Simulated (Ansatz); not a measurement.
# C₃H₇BS: one species, many methods

One table from this session's results is given with a row withheld; the runs are named, their logs left out.

Program: Ansatz 0.2.0, Gaussian basis. Level of theory: functionals in def2-TZVPP, the program's frozen cores in correlated methods. These are calculated values, not measurements.

Levels to be run: PBE-D4, r2SCAN-D4, PBE0-D4, B3LYP-D4, ωB97X-V, ωB97M-V, B2PLYP; CCSD(T)/def2-TZVPP; MP2/def2-QZVPP; extrapolation to the limit.

### The geometry

The geometry comes from an earlier relaxation with PBE0-D4 in a triple-zeta def2 set; it is a stationary point, not always the lowest conformer.

SMILES `SC1CBC1`, 12 atoms, charge 0, spin multiplicity 1.

Atoms are counted from 1 here; the program's logs count them from 0.

Bond lengths: S1–C2 1.811 Å, S1–H6 1.344 Å, C2–C3 1.546 Å, C2–C5 1.546 Å, C2–H7 1.091 Å, C3–B4 1.573 Å, C3–H8 1.099 Å, C3–H9 1.090 Å, B4–C5 1.572 Å, B4–H10 1.195 Å, C5–H11 1.097 Å, C5–H12 1.091 Å. Angles: C2–S1–H6 97.5°, S1–C2–C3 113.9°, S1–C2–C5 119.8°, S1–C2–H7 108.7°, C3–C2–C5 92.7°, C3–C2–H7 110.1°, C5–C2–H7 110.7°, C2–C3–B4 85.5°, C2–C3–H8 109.8°, C2–C3–H9 119.0°, B4–C3–H8 108.8°, B4–C3–H9 123.9°, H8–C3–H9 108.0°, C3–B4–C5 90.7°, C3–B4–H10 134.2°, C5–B4–H10 134.7°, C2–C5–B4 85.5°, C2–C5–H11 109.6° and more.

The first run:

in.yaml reads:

```yaml
crystal:
  periodic: [false, false, false]
  atoms:
    - {symbol: S, position_ang: [-1.481241, 0.086186, 1.710345]}
    - {symbol: C, position_ang: [0.007231, 0.055794, 0.679795]}
    - {symbol: C, position_ang: [0.173002, -1.244058, -0.140983]}
    - {symbol: B, position_ang: [0.723196, -0.308666, -1.279191]}
    - {symbol: C, position_ang: [0.088813, 0.948528, -0.580266]}
    - {symbol: H, position_ang: [-1.342819, 1.336212, 2.183551]}
    - {symbol: H, position_ang: [0.878216, 0.209183, 1.318784]}
    - {symbol: H, position_ang: [-0.813689, -1.622995, -0.441295]}
    - {symbol: H, position_ang: [0.734984, -2.072931, 0.289796]}
    - {symbol: H, position_ang: [1.438426, -0.475350, -2.221890]}
    - {symbol: H, position_ang: [-0.920156, 1.118833, -0.977075]}
    - {symbol: H, position_ang: [0.591037, 1.914266, -0.507671]}
basis:
  gaussian: {orbitals: def2-TZVPP}
hamiltonian: {xc: pbe, dispersion: d4}
output: {forces: true, orbitals: {seedname: orbitals}}
```

Run with:

```bash
$ ansatz run in.yaml --threads 4 --pin off --events-out ev --progress --plain --max-ram 10444MiB
```

Among the steps run: PBE-D4 (GGA); r2SCAN-D4 (meta-GGA); PBE0-D4 (hybrid); B3LYP-D4 (hybrid); ωB97X-V (range-separated); ωB97M-V (range-separated); B2PLYP (double hybrid); CCSD(T) in def2-TZVPP; MP2 in def2-QZVPP.

One of the session's tables, all rows but one given; the rest of the session is left out.

It belongs to the step «Atomisation energies». 

```
            method  atomisation energy (kJ/mol)
            PBE-D4                       4693.2
         r2SCAN-D4                            ?
           PBE0-D4                       4636.2
          B3LYP-D4                       4580.6
           ωB97X-V                       4600.6
           ωB97M-V                       4609.7
            B2PLYP                       4531.1
     HF/def2-TZVPP                       3419.0
    MP2/def2-TZVPP                       4533.7
   CCSD/def2-TZVPP                       4395.2
CCSD(T)/def2-TZVPP                       4460.4
           MP2/CBS                       4640.0
       CCSD(T)/CBS                       4566.7
```

**Question.** Estimate the row for r2SCAN-D4.

**Answer.** atomisation energy (kJ/mol): 4610.2. In the column «atomisation energy (kJ/mol)» it lies between ωB97M-V (4609.7) and PBE0-D4 (4636.2).

Caveats from the session: Free atoms (1 S, 3 C, 1 B, 7 H) were run apart at each level; the atomisation energy is their sum less the molecule, without zero-point or spin-orbit terms.
